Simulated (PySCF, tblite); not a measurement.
# H₆O₃PSi₂ radical, a small gas-phase stand-in for a defect centre: EPR parameters

Aim: the EPR parameters of `O=[P](O[SiH3])O[SiH3]`. It is drawn as: P oxygen centre.

Computed with tblite 0.8.0 and PySCF 2.14.0; each step states its level. No surroundings beyond the atoms listed, unless a continuum is named. Atoms count from 0, parts from 1.

### 1 Starting point

12 atoms, charge 0, multiplicity 2; geometry: distance geometry start.

### 2 Relaxing the cluster with GFN2-xTB

Job settings and geometry (Å):

```
{"job": {"kind": "relax", "xc": "GFN2-xTB", "basis": "xTB"}, "charge": 0, "multiplicity": 2}
P     -0.201562     1.634791     1.740471
O     -1.618693     2.464858     2.344051
O     -0.203585    -0.074446     1.945116
Si     1.232418    -1.109750     1.754698
O      0.473406     2.240903     0.272925
Si     1.292632     1.245681    -0.938384
H      1.524821    -1.761240     2.976989
H      0.952422    -2.073696     0.755995
H      2.335984    -0.324770     1.383541
H      2.316392     0.472239    -0.295687
H      1.897260     2.077619    -1.918252
H      0.368468     0.374650    -1.550892
```

With the program's defaults for keys left out, this is: GFN2-xTB geometry optimisation, gas phase.

Started as:

```console
> OMP_NUM_THREADS=1 python cluster_run.py task.json out
```

The driver reads the jobs from task.json and runs them one after another.

Output:

```text
step      E/eV     max force
  0    -579.32782    7.288
  1    -580.71201    5.385
  2    -580.84701   11.890
  3    -581.40588    2.386
  4    -581.60824    1.813
  5    -581.93494    1.185
  6    -581.98611    0.645
  7    -582.06775    0.804
  8    -582.13405    0.942
  9    -582.20887    0.743
 10    -582.27834    0.597
 11    -582.30303    0.398
 12    -582.32072    0.402
 13    -582.33450    0.364
 14    -582.35113    0.433
 15    -582.37322    0.466
 16    -582.39837    0.405
 17    -582.42133    0.465
 18    -582.43494    0.314
 19    -582.44052    0.203
 20    -582.44356    0.162
 21    -582.44697    0.227
 22    -582.45200    0.308
 23    -582.45709    0.264
 24    -582.46078    0.131
 25    -582.46338    0.130
 26    -582.46588    0.165
 27    -582.46859    0.216
 28    -582.47114    0.176
 29    -582.47304    0.098
 30    -582.47436    0.086
 31    -582.47552    0.102
 32    -582.47666    0.103
 33    -582.47766    0.089
 34    -582.47841    0.064
 35    -582.47890    0.063
 36    -582.47921    0.050
 37    -582.47944    0.038
 38    -582.47967    0.045
 39    -582.48001    0.075
 40    -582.48053    0.105
 41    -582.48111    0.093
 42    -582.48151    0.043
 43    -582.48172    0.037
 44    -582.48192    0.049
 45    -582.48223    0.081
 46    -582.48282    0.104
 47    -582.48371    0.099
 48    -582.48473    0.101
 49    -582.48577    0.093
 50    -582.48686    0.098
 51    -582.48821    0.119
 52    -582.49004    0.116
 53    -582.49167    0.084
 54    -582.49251    0.053
 55    -582.49258    0.066
 56    -582.49288    0.060
 57    -582.49302    0.039
 58    -582.49330    0.029
 59    -582.49363    0.048
 60    -582.49389    0.045
 61    -582.49410    0.042
 62    -582.49430    0.045
 63    -582.49456    0.044
 64    -582.49485    0.053
 65    -582.49515    0.048
 66    -582.49548    0.042
 67    -582.49596    0.061
 68    -582.49659    0.091
 69    -582.49749    0.158
 70    -582.49848    0.152
 71    -582.49939    0.079
 72    -582.49971    0.034
 73    -582.49989    0.036
 74    -582.50002    0.044
 75    -582.50027    0.052
 76    -582.50056    0.047
 77    -582.50083    0.030
 78    -582.50095    0.019
 79    -582.50101    0.022
 80    -582.50107    0.026
 81    -582.50117    0.028
 82    -582.50132    0.032
 83    -582.50149    0.027
 84    -582.50160    0.024
 85    -582.50166    0.026
 86    -582.50171    0.025
 87    -582.50178    0.024
 88    -582.50190    0.032
 89    -582.50207    0.036
 90    -582.50228    0.043
 91    -582.50251    0.053
 92    -582.50276    0.064
 93    -582.50302    0.061
 94    -582.50323    0.047
 95    -582.50339    0.032
 96    -582.50354    0.027
 97    -582.50364    0.018
 98    -582.50371    0.021
 99    -582.50375    0.018
100    -582.50379    0.014
101    -582.50383    0.011
102    -582.50385    0.010
103    -582.50387    0.010
104    -582.50388    0.012
105    -582.50390    0.013
106    -582.50392    0.014
107    -582.50395    0.014
108    -582.50397    0.016
109    -582.50400    0.025
110    -582.50405    0.036
111    -582.50415    0.043
112    -582.50431    0.044
113    -582.50455    0.035
114    -582.50473    0.027
115    -582.50482    0.030
116    -582.50490    0.021
117    -582.50496    0.023
118    -582.50501    0.018
119    -582.50506    0.017
120    -582.50510    0.015
121    -582.50515    0.013
122    -582.50519    0.015
123    -582.50521    0.013
124    -582.50521    0.007
```

It took 3.7 s on 1 thread of Arm Neoverse V1, shared host.

The steps of the relaxation:

| step | energy from step 0 (eV) | largest force (eV/Å) |
| --- | --- | --- |
| 0 | 0.0000 | 7.2876 |
| 5 | -2.6071 | 1.1850 |
| 10 | -2.9505 | 0.5968 |
| 15 | -3.0454 | 0.4658 |
| 20 | -3.1157 | 0.1618 |
| 25 | -3.1356 | 0.1295 |
| 30 | -3.1465 | 0.0857 |
| 35 | -3.1511 | 0.0627 |
| 40 | -3.1527 | 0.1056 |
| 45 | -3.1544 | 0.0814 |
| 50 | -3.1590 | 0.0980 |
| 55 | -3.1648 | 0.0663 |
| 60 | -3.1661 | 0.0454 |
| 65 | -3.1673 | 0.0476 |
| 70 | -3.1707 | 0.1523 |
| 75 | -3.1725 | 0.0517 |
| 80 | -3.1733 | 0.0252 |
| 85 | -3.1738 | 0.0260 |
| 90 | -3.1745 | 0.0433 |
| 95 | -3.1756 | 0.0316 |
| 100 | -3.1760 | 0.0136 |
| 105 | -3.1761 | 0.0136 |
| 110 | -3.1762 | 0.0358 |
| 115 | -3.1770 | 0.0299 |
| 120 | -3.1773 | 0.0154 |
| 124 | -3.1774 | 0.0071 |

Distances of close pairs at the start and the end, largest changes first:

| bond | before (Å) | after (Å) | change (Å) |
| --- | --- | --- | --- |
| P0–O1 | 1.750 | 1.458 | -0.292 |
| O2–Si3 | 1.781 | 1.638 | -0.142 |
| O4–Si5 | 1.769 | 1.638 | -0.131 |
| P0–O4 | 1.725 | 1.615 | -0.111 |
| P0–O2 | 1.721 | 1.615 | -0.107 |
| Si3–H8 | 1.404 | 1.463 | +0.058 |
| Si5–H11 | 1.410 | 1.459 | +0.049 |
| Si3–H7 | 1.416 | 1.462 | +0.046 |

### 3 Geometry optimisation at PBE0-D3(BJ)/def2-SVP

Job settings and geometry (Å):

```
{"job": {"xc": "PBE0", "basis": "def2-SVP", "d3": "d3bj", "grid": 2, "kind": "geom", "shake": 0.01}, "charge": 0, "multiplicity": 2}
P     -0.746536     1.278238     1.010751
O     -2.071958     1.802461     1.433770
O     -0.542680    -0.217264     1.488745
Si     0.429982    -1.554787     1.298969
O     -0.680693     1.162053    -0.610603
Si     0.284775     0.847871    -1.883492
H     -0.150540    -2.396594     2.354798
H      0.210717    -2.062436    -0.057743
H      1.791797    -1.170924     1.529001
H      1.538073     0.247347    -1.398625
H      0.489582     2.134803    -2.508829
H     -0.514028    -0.098354    -2.639741
```

Output:

```text
step   0  E = -1148.60152064  max force = 0.032594
step   1  E = -1148.61229191  max force = 0.007541
step   2  E = -1148.61269337  max force = 0.002600
step   3  E = -1148.61280945  max force = 0.001865
step   4  E = -1148.61295126  max force = 0.002402
step   5  E = -1148.61309268  max force = 0.002970
step   6  E = -1148.61321096  max force = 0.002346
step   7  E = -1148.61327804  max force = 0.001336
step   8  E = -1148.61331541  max force = 0.001136
step   9  E = -1148.61334661  max force = 0.001219
step  10  E = -1148.61337505  max force = 0.001211
step  11  E = -1148.61341481  max force = 0.001124
step  12  E = -1148.61346110  max force = 0.001402
step  13  E = -1148.61364115  max force = 0.002114
step  14  E = -1148.61371386  max force = 0.000865
step  15  E = -1148.61396064  max force = 0.003157
step  16  E = -1148.61461995  max force = 0.008903
step  17  E = -1148.61512208  max force = 0.012653
step  18  E = -1148.61635389  max force = 0.011433
step  19  E = -1148.61731289  max force = 0.004500
step  20  E = -1148.61781973  max force = 0.004256
step  21  E = -1148.61801414  max force = 0.005430
step  22  E = -1148.61822555  max force = 0.003804
step  23  E = -1148.61841432  max force = 0.001974
step  24  E = -1148.61847346  max force = 0.000855
step  25  E = -1148.61850904  max force = 0.000846
step  26  E = -1148.61858280  max force = 0.001436
step  27  E = -1148.61862086  max force = 0.001318
step  28  E = -1148.61863919  max force = 0.000434
step  29  E = -1148.61864180  max force = 0.000134
optimisation converged
```

Run time: 8.3 min. Hardware: 1 thread of Arm Neoverse V1, shared host; peak memory 0.68 GiB.

Step by step:

| step | energy from step 0 (eV) | largest force component (eV/Å) |
| --- | --- | --- |
| 0 | 0.0000 | 1.6761 |
| 1 | -0.2931 | 0.3878 |
| 2 | -0.3040 | 0.1337 |
| 3 | -0.3072 | 0.0959 |
| 4 | -0.3110 | 0.1235 |
| 5 | -0.3149 | 0.1527 |
| 6 | -0.3181 | 0.1206 |
| 7 | -0.3199 | 0.0687 |
| 8 | -0.3210 | 0.0584 |
| 9 | -0.3218 | 0.0627 |
| 10 | -0.3226 | 0.0623 |
| 11 | -0.3237 | 0.0578 |
| 12 | -0.3249 | 0.0721 |
| 13 | -0.3298 | 0.1087 |
| 14 | -0.3318 | 0.0445 |
| 15 | -0.3385 | 0.1623 |
| 16 | -0.3565 | 0.4578 |
| 17 | -0.3701 | 0.6506 |
| 18 | -0.4036 | 0.5879 |
| 19 | -0.4297 | 0.2314 |
| 20 | -0.4435 | 0.2189 |
| 21 | -0.4488 | 0.2792 |
| 22 | -0.4546 | 0.1956 |
| 23 | -0.4597 | 0.1015 |
| 24 | -0.4613 | 0.0440 |
| 25 | -0.4623 | 0.0435 |
| 26 | -0.4643 | 0.0738 |
| 27 | -0.4653 | 0.0678 |
| 28 | -0.4658 | 0.0223 |
| 29 | -0.4659 | 0.0069 |

Close pairs (by a distance rule), those that changed most:

| bond | before (Å) | after (Å) | change (Å) |
| --- | --- | --- | --- |
| O4–Si5 | 1.628 | 1.700 | +0.072 |
| Si3–H8 | 1.433 | 1.489 | +0.055 |
| Si5–H10 | 1.445 | 1.487 | +0.042 |
| Si5–H11 | 1.451 | 1.486 | +0.035 |
| O2–Si3 | 1.665 | 1.696 | +0.031 |
| P0–O2 | 1.583 | 1.611 | +0.028 |
| Si3–H7 | 1.465 | 1.489 | +0.024 |
| Si5–H9 | 1.472 | 1.488 | +0.016 |

The next job starts from the end point, and lists it.

| at the end point | value |
| --- | --- |
| point group (found at 0.08 Å tolerance) | C1 |
| rotational constants (GHz, main isotopes) | 2.863, 1.252, 0.929 |
| dipole moment (D) | 3.14 |
| ⟨S²⟩ | 0.754 |

### 4 EPR parameters: B3LYP/IGLO-III+pcH-1

Job settings and geometry (Å):

```
{"job": {"kind": "epr"}, "charge": 0, "multiplicity": 2}
P     -0.341483     1.119791     1.030533
O     -1.634851     1.847242     0.879560
O     -0.391699    -0.263744     1.854935
Si     0.207829    -1.804454     1.478043
O      0.294620     0.604104    -0.380463
Si    -0.035015     1.194506    -1.940447
H     -0.065805    -2.635858     2.678229
H     -0.507157    -2.345137     0.289319
H      1.671183    -1.727943     1.215628
H      0.134379     2.672861    -1.960622
H     -1.416709     0.814531    -2.338544
H      0.968563     0.538874    -2.818925
```

Method: UKS B3LYP, IGLO-III on O P Si, pcH-1 on H, non-relativistic, mean-field spin-orbit, GIAO.

Output:

```text
UKS, coarse grid
  cycle   1  E = -1149.61336561  |g| = 9.53e-01
  cycle   2  E = -1148.48864578  |g| = 1.90e+00
  cycle   3  E = -1149.86382974  |g| = 3.89e-01
  cycle   4  E = -1149.91590701  |g| = 1.34e-01
  cycle   5  E = -1149.92181379  |g| = 2.51e-02
  cycle   6  E = -1149.92203774  |g| = 9.34e-03
  cycle   7  E = -1149.92207191  |g| = 5.34e-03
  cycle   8  E = -1149.92208289  |g| = 1.56e-03
  cycle   9  E = -1149.92208525  |g| = 4.77e-04
UKS, final grid
  cycle   1  E = -1149.92210983  |g| = 4.39e-04
  cycle   2  E = -1149.92210973  |g| = 7.76e-04
  cycle   3  E = -1149.92210994  |g| = 1.76e-04
  cycle   4  E = -1149.92210995  |g| = 7.55e-05
  cycle   5  E = -1149.92210996  |g| = 5.22e-05
  cycle   6  E = -1149.92210996  |g| = 7.01e-06
E = -1149.92210996 Eh   <S^2> = 0.7535 (exact 0.7500)
g shifts (ppm)      1          2          3
  rmc          -274       -274       -274
  gc             92         27         84
  oz_so       -1832        296       1919
  total       -2014         49       1730
hyperfine (MHz)  atom isotope    a_iso     a_fc   dipolar eigenvalues
    0   31P    2112.91    2115.93   -153.82   -139.86    293.68
    1   17O     -19.21     -19.10    -83.32     41.27     42.05
    2   17O     -87.44     -87.35    -30.04     14.77     15.27
    3  29Si      -1.70      -1.72     -4.27      1.93      2.34
    4   17O     -71.20     -71.08    -29.90     14.71     15.19
    5  29Si       0.96       0.95     -3.00      1.26      1.74
    6    1H       2.90       2.90     -1.27     -0.92      2.19
    7    1H       6.44       6.44     -1.41     -0.81      2.22
    8    1H      -0.63      -0.63     -1.62     -1.35      2.98
    9    1H      -0.07      -0.07     -1.58     -1.49      3.07
   10    1H       6.50       6.50     -1.49     -0.80      2.29
   11    1H       1.98       1.98     -1.24     -0.94      2.18
```

Run time: 1.8 min. Hardware: 1 thread of Arm Neoverse V1, shared host; peak memory 1 GiB.

Principal g values 2.00031, 2.00237, 2.00405; g(iso) = 2.00224, against 2.00232 for a free electron.

Hyperfine couplings, nucleus by nucleus at this fixed geometry (no averaging over rotations):

| nuclei | isotope | a(iso) (MHz) | a(iso) (G, at g = 2.0023) | largest dipolar term (MHz) |
| --- | --- | --- | --- | --- |
| P0 | 31P | 2112.9 | 753.9 | 293.7 |
| O2 | 17O | -87.4 | -31.2 | -30.0 |
| O4 | 17O | -71.2 | -25.4 | -29.9 |
| O1 | 17O | -19.2 | -6.9 | -83.3 |
| H10 | 1H | 6.5 | 2.3 | 2.3 |
| H7 | 1H | 6.4 | 2.3 | 2.2 |
| H6 | 1H | 2.9 | 1.0 | 2.2 |
| H11 | 1H | 2.0 | 0.7 | 2.2 |
| Si3 | 29Si | -1.7 | -0.6 | -4.3 |
| Si5 | 29Si | 1.0 | 0.3 | -3.0 |
| H8 | 1H | -0.6 | -0.2 | 3.0 |
| H9 | 1H | -0.1 | 0.0 | 3.1 |

Mulliken spin populations:

| atom | value (e) |
| --- | --- |
| P0 | 0.64 |
| O1 | 0.22 |
| O2 | 0.05 |
| Si3 | 0.02 |
| O4 | 0.05 |
| Si5 | 0.01 |
| H6 | 0.00 |
| H7 | 0.00 |
| H8 | 0.00 |
| H9 | 0.00 |
| H10 | 0.00 |
| H11 | 0.00 |

In first order the couplings over 0.8 MHz of 31P, 1H give 32 distinct lines over 760.3 G.

Orbitals, density, ELF and potential are computed afterwards from the orbital file.

ELF in a plane through or near 4 of the atoms.

Ten even steps from '0' (0.00) to '9' (1.00):
```
0000000000000000000000000000
0000000000000000000000000000
0000000000001000000000000000
0000000000134320000000000000
0000000001466531000000000000
0000000001466652123200000000
0000012000245222687400000000
0000289710021773788500110000
0001899992136315777316995000
0002999982473740562059998000
0001799921286760111139998000
0000024312158850252235774000
0000001899711200379851110000
0000005999940000257740000000
0000018999980000012210000000
0000006999970000000000000000
0000000477400000000000000000
0000000000000000000000000000
0000000000000000000000000000
0000000000000000000000000000
```
The map spans 12.7 Å across and 10.1 Å up, centred on the molecule. Atoms in the plane (x, y in Å): P0 (0.0, 1.5), O4 (-0.7, 0.0), H9 (-3.2, 0.3), H11 (-2.4, -1.9).

log10 of the density (e/Å³) in the same plane.

Ten even steps from '0' (-4.0) to '9' (1.9):
```
0000000000000000000000000000
0000000000111110000000000000
0000000001223322100000000000
0000000012344443211000000000
0000000123456554332210000000
0000001123566665444321000000
0000122333456776665432210000
0001234444456996776543321000
0002345555556666776544432100
0002356665678765666555543100
0002345667679765567765543100
0002345567666654566655443100
0001234566554443456654332100
0001234566543323445543221000
0000123555542212333332110000
0000123444432111222221000000
0000011233221000011100000000
0000000111100000000000000000
0000000000000000000000000000
0000000000000000000000000000
```
The map spans 12.7 Å across and 10.1 Å up, centred on the molecule. Atoms in the plane (x, y in Å): P0 (0.0, 1.5), O4 (-0.7, 0.0), H9 (-3.2, 0.3), H11 (-2.4, -1.9).

On the surface of density 0.002 e/bohr³ the electrostatic potential runs, from the 1st to the 99th percentile, from -1.68 V near O1 to 1.66 V near H8.

The spin density lies nearest to P0 54 %; O1 24 %; O2, O4 about 10 % each.

### 5 g tensor and hyperfine couplings: BHandHLYP/IGLO-III+pcH-1

Settings changed since step 4:

```diff
@@ -1,2 +1,2 @@
-{"job": {"kind": "epr"}, "charge": 0, "multiplicity": 2}
+{"job": {"kind": "epr", "xc": "BHandHLYP"}, "charge": 0, "multiplicity": 2}
 P     -0.341483     1.119791     1.030533
```

Level: UKS BHandHLYP, IGLO-III on O P Si, pcH-1 on H, non-relativistic, mean-field spin-orbit, GIAO.

Output:

```text
UKS, coarse grid
  cycle   1  E = -1149.50867777  |g| = 7.99e-01
  cycle   2  E = -1149.29568522  |g| = 1.11e+00
  cycle   3  E = -1149.73109685  |g| = 1.59e-01
  cycle   4  E = -1149.73922574  |g| = 6.59e-02
  cycle   5  E = -1149.74085358  |g| = 1.04e-02
  cycle   6  E = -1149.74093516  |g| = 4.04e-03
  cycle   7  E = -1149.74096166  |g| = 1.92e-03
  cycle   8  E = -1149.74096844  |g| = 1.48e-03
  cycle   9  E = -1149.74097167  |g| = 7.18e-04
UKS, final grid
  cycle   1  E = -1149.74099040  |g| = 7.22e-04
  cycle   2  E = -1149.74099042  |g| = 1.12e-03
  cycle   3  E = -1149.74099086  |g| = 1.90e-04
  cycle   4  E = -1149.74099098  |g| = 1.87e-04
  cycle   5  E = -1149.74099102  |g| = 2.64e-05
  cycle   6  E = -1149.74099102  |g| = 9.49e-06
E = -1149.74099102 Eh   <S^2> = 0.7578 (exact 0.7500)
g shifts (ppm)      1          2          3
  rmc          -282       -282       -282
  gc             99         20         85
  oz_so       -1899        271       1889
  total       -2082          9       1692
hyperfine (MHz)  atom isotope    a_iso     a_fc   dipolar eigenvalues
    0   31P    2180.18    2183.24   -177.89   -153.23    331.12
    1   17O     -26.96     -26.82    -86.20     42.80     43.40
    2   17O     -87.47     -87.38    -29.91     14.68     15.23
    3  29Si      -0.64      -0.66     -3.66      1.64      2.02
    4   17O     -72.69     -72.58    -29.73     14.70     15.04
    5  29Si       1.75       1.74     -2.57      1.04      1.53
    6    1H       2.71       2.71     -1.21     -0.96      2.17
    7    1H       5.09       5.09     -1.35     -0.89      2.24
    8    1H      -1.09      -1.10     -1.62     -1.40      3.02
    9    1H      -0.77      -0.78     -1.60     -1.50      3.10
   10    1H       5.25       5.25     -1.46     -0.85      2.31
   11    1H       1.82       1.82     -1.20     -0.97      2.16
```

Wall time 1.9 min (1 thread of Arm Neoverse V1, shared host); peak memory 1 GiB.

In short: g(iso) 2.00219.

### 6 Run by run: EPR parameters

g, ⟨S²⟩ and isotropic hyperfine couplings (MHz), with basis size and wall time:

| run | g(iso) | ⟨S²⟩ | 31P P0 | 17O O2 | 17O O4 | 17O O1 | 1H H10 | functions | time |
| --- | --- | --- | --- | --- | --- | --- | --- | --- | --- |
| B3LYP/IGLO-III+pcH-1 | 2.00224 | 0.754 | 2112.9 | -87.4 | -71.2 | -19.2 | 6.5 | 297 | 1.8 min |
| BHandHLYP/IGLO-III+pcH-1 | 2.00219 | 0.758 | 2180.2 | -87.5 | -72.7 | -27.0 | 5.3 | 297 | 1.9 min |

### 7 What came out

| quantity | value |
| --- | --- |
| point group | C1 |
| rotational constants (main isotopes) | 2.86, 1.25, 0.93 GHz |
| g(iso) (B3LYP) | 2.00224 |
| ⟨S²⟩ | 0.754 (exact 0.75) |
| largest a(iso) | 31P on P0, 2112.9 MHz |
| potential on the surface of density 0.002 e/bohr³, 1st and 99th percentile | -1.68 V and 1.66 V |

The start of the PBE0/def2-SVP relaxation was shaken at random by about 0.01 Å, so part of the energy gained, and of the first lengths quoted, undoes that. Relaxing lowered the energy by 0.466 eV in 29 steps; the close pair that moved most is O4–Si5, from 1.628 to 1.700 Å (PBE0/def2-SVP). P0 carries the largest spin population, 0.64 e. The isotropic g lies 0.1 ppt below the free-electron value. The coupling of 31P on P0 runs from 2112.9 (B3LYP/IGLO-III+pcH-1) to 2180.2 MHz (BHandHLYP/IGLO-III+pcH-1). A capped cluster stands for the solid here, so long-range fields and strain are missing, and bands or shifts of the capping hydrogens have no counterpart in it.
